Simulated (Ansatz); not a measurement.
# ClH5NSi2 radical: small, medium and large basis sets

How large a basis does ClH5NSi2 radical need? Two functionals are run in growing sets.

Method: one geometry, several basis sets; program: Ansatz 0.2.0, Gaussian basis.

Levels to be run: PBE0-D4/def2-SVP; ωB97M-V/def2-SVP; PBE0-D4/def2-QZVPP; ωB97M-V/def2-QZVPP; the functionals' def2-TZVPP values are taken from earlier runs.

### Step 1. Structure used throughout

All runs share one geometry, relaxed beforehand with PBE0-D4 in a triple-zeta def2 set.

SMILES `N[Si]([SiH3])Cl`, 9 atoms, charge 0, spin multiplicity 2.

Atoms are counted from 1 here; the program's logs count them from 0.

Bond lengths: N1–Si2 1.719 Å, N1–H5 1.008 Å, N1–H6 1.008 Å, Si2–Si3 2.355 Å, Si2–Cl4 2.075 Å, Si3–H7 1.489 Å, Si3–H8 1.486 Å, Si3–H9 1.490 Å. Angles: Si2–N1–H5 120.3°, Si2–N1–H6 120.2°, H5–N1–H6 111.9°, N1–Si2–Si3 110.1°, N1–Si2–Cl4 104.8°, Si3–Si2–Cl4 109.6°, Si2–Si3–H7 113.2°, Si2–Si3–H8 108.5°, Si2–Si3–H9 107.6°, H7–Si3–H8 109.6°, H7–Si3–H9 109.0°, H8–Si3–H9 108.8°.

### Step 2. PBE0-D4 in def2-SVP

File in.yaml:

```yaml
crystal:
  periodic: [false, false, false]
  atoms:
    - {symbol: N, position_ang: [-0.942202, 1.392529, 0.660835]}
    - {symbol: Si, position_ang: [-0.346916, -0.195119, 0.944602]}
    - {symbol: Si, position_ang: [0.593094, -1.070551, -1.029418]}
    - {symbol: Cl, position_ang: [1.134880, 0.041608, 2.377659]}
    - {symbol: H, position_ang: [-0.972607, 2.066667, 1.410200]}
    - {symbol: H, position_ang: [-1.676124, 1.546358, -0.013191]}
    - {symbol: H, position_ang: [1.754944, -0.282491, -1.524999]}
    - {symbol: H, position_ang: [1.013880, -2.471714, -0.770469]}
    - {symbol: H, position_ang: [-0.470448, -1.073687, -2.072320]}
basis:
  gaussian: {orbitals: def2-SVP}
magnetization: {spin_polarized: true, initial_magnetization: 1}
hamiltonian: {xc: pbe0, dispersion: d4}
output: {orbitals: {seedname: orbitals}}
```

Started as:

```
$ ansatz run in.yaml --threads 4 --pin off --events-out ev --progress --plain --max-ram 10444MiB
```

The runs that follow: ωB97M-V in def2-SVP; PBE0-D4 in def2-QZVPP; ωB97M-V in def2-QZVPP.

Q: Predict the results of all the runs planned. Wanted: PBE0-D4: double and triple zeta above quadruple; ωB97M-V: double and triple zeta above quadruple.

**Answer**, as computed:

| quantity | value |
| --- | --- |
| PBE0-D4: double and triple zeta above quadruple | 12.87, 1.01 eV |
| ωB97M-V: double and triple zeta above quadruple | 12.87, 0.96 eV |

What this shows: For PBE0-D4 the step from double to triple zeta gains 11.87 eV and the next only 1.01 eV. These are total energies; as a rule much of such shifts cancels in differences, which this series doesn't test.
